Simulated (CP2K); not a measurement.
The system is GaGe3.

```
CELL_PARAMETERS angstrom
4.27847 0.00000 0.00000
0.00000 4.27847 0.00000
0.00000 0.00000 4.27847
ATOMIC_POSITIONS crystal
Ge 0.50000 0.50000 0.00000
Ge 0.50000 0.00000 0.50000
Ge 0.00000 0.50000 0.50000
Ga 0.00000 0.00000 0.00000
```

The cell comes from a database or a generator and needn't be the stable form of this composition.

Base run:

- Program: CP2K 2026.2
- Functional: PBE
- Potentials or basis: POTENTIAL_UZH Ge GTH-PBE-q4, Ga GTH-PBE-q13; TZVP-MOLOPT-PBE-GTH basis
- Density cutoff: 6123 eV
- k mesh: 6 × 6 × 6
- Occupations: fermi-dirac, width 0.01 eV
- Spin: no spin polarisation

Its results: band gap on the k mesh none (metal or under the smearing width); pressure 0.8 GPa.

Question: The run is repeated on the same cell with these changes: functional from PBE to PBEsol. What comes out?

Answer: Band gap on the k mesh none (metal or under the smearing width); pressure -1.1 GPa.

PBEsol binds more tightly than PBE, so the same cell stands under less pressure.

Caveats: the basis of atomic orbitals isn't converged, which shifts pressures, moduli and gaps; the potentials were made for another functional, which shifts forces and pressure (some runs).

Not every run made on this cell is shown here.
